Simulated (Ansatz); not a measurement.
# C2H2BCl: taking an electron away

An exercise on one series of results from a longer session: the logs are not shown, and one member is left open.

Computed with Ansatz 0.2.0, Gaussian basis. Level: unrestricted cation, the program's frozen cores in correlated methods.

Levels to be run: UKS PBE-D4/def2-TZVPP; UKS r2SCAN-D4/def2-TZVPP; UKS PBE0-D4/def2-TZVPP; UKS B3LYP-D4/def2-TZVPP; UKS wB97X-V/def2-TZVPP; UKS wB97M-V/def2-TZVPP; UKS B2PLYP/def2-TZVPP; UHF-CCSD(T)/def2-TZVPP; UHF-MP2/def2-QZVPP; extrapolation to the limit; then −ε(HOMO) from the neutral's earlier runs with LDA (SPW92), PBE-D4, revPBE-D4, BLYP-D4, r2SCAN-D4, B97M-V, PBE0-D4, B3LYP-D4, r2SCANh-D4, r2SCAN0-D4, HSE06-D4, BHLYP-D4, CAM-B3LYP-D4, LC-ωPBE, ωB97X-V, ωB97M-V.

## The relaxed structure

The geometry comes from an earlier relaxation with PBE0-D4 in a triple-zeta def2 set; it is a stationary point.

SMILES `ClC1=CB1`, 6 atoms, charge 0, spin multiplicity 1.

Atoms are counted from 1 here; the program's logs count them from 0.

Bond lengths: Cl1–C2 1.688 Å, C2–C3 1.340 Å, C2–B4 1.465 Å, C3–B4 1.477 Å, C3–H5 1.081 Å, B4–H6 1.181 Å. Angles: Cl1–C2–C3 139.5°, Cl1–C2–B4 157.1°, C3–C2–B4 63.4°, C2–C3–B4 62.5°, C2–C3–H5 140.6°, B4–C3–H5 156.9°, C2–B4–C3 54.2°, C2–B4–H6 154.0°, C3–B4–H6 151.8°.

The first run:

File in.yaml:

```yaml
crystal:
  periodic: [false, false, false]
  atoms:
    - {symbol: Cl, position_ang: [-0.980052, -2.106663, -0.464033]}
    - {symbol: C, position_ang: [-0.354391, -0.568309, -0.160233]}
    - {symbol: C, position_ang: [0.787977, 0.007094, 0.239574]}
    - {symbol: B, position_ang: [-0.355116, 0.893401, -0.059092]}
    - {symbol: H, position_ang: [1.793802, -0.252024, 0.538489]}
    - {symbol: H, position_ang: [-0.850119, 1.962402, -0.140906]}
basis:
  gaussian: {orbitals: def2-TZVPP}
total_charge: 1
magnetization: {spin_polarized: true, initial_magnetization: 1}
hamiltonian: {xc: pbe, dispersion: d4}
```

On the command line:

```sh
ansatz run in.yaml --threads 2 --pin off --events-out ev --progress --plain --max-ram 4352MiB
```

Steps of the session up to this table: Cation, UKS PBE-D4/def2-TZVPP; Cation, UKS r2SCAN-D4/def2-TZVPP; Cation, UKS PBE0-D4/def2-TZVPP; Cation, UKS B3LYP-D4/def2-TZVPP; Cation, UKS wB97X-V/def2-TZVPP; Cation, UKS wB97M-V/def2-TZVPP; Cation, UKS B2PLYP (frozen core)/def2-TZVPP; Cation, UHF-CCSD(T)/def2-TZVPP; Cation, UHF-MP2/def2-QZVPP.

One table of the session follows, with a row left open; its other results are not shown here.

Orbital estimates, from the neutral's runs:

| functional | −ε(HOMO) (eV) |
| --- | --- |
| LDA (SPW92) | 6.90 |
| PBE-D4 | 6.78 |
| revPBE-D4 | 6.73 |
| BLYP-D4 | 6.65 |
| r2SCAN-D4 | 7.05 |
| B97M-V | 7.15 |
| PBE0-D4 | 8.12 |
| B3LYP-D4 | 7.89 |
| r2SCANh-D4 | 7.54 |
| r2SCAN0-D4 | ? |
| HSE06-D4 | 7.72 |
| BHLYP-D4 | 9.36 |
| CAM-B3LYP-D4 | 9.50 |
| LC-ωPBE | 10.87 |
| ωB97X-V | 10.50 |
| ωB97M-V | 10.35 |

Estimate the missing values for r2SCAN0-D4.

Worked estimate for «−ε(HOMO) (eV)». Against the share of exact exchange, r2SCAN-D4 (0, 7.05), r2SCANh-D4 (0.1, 7.54) give a slope of 4.90 per unit share; at 0.25 the line stands at 8.27.

**Answer.** −ε(HOMO) (eV): 8.29. In «−ε(HOMO) (eV)» the line misses by -0.02.
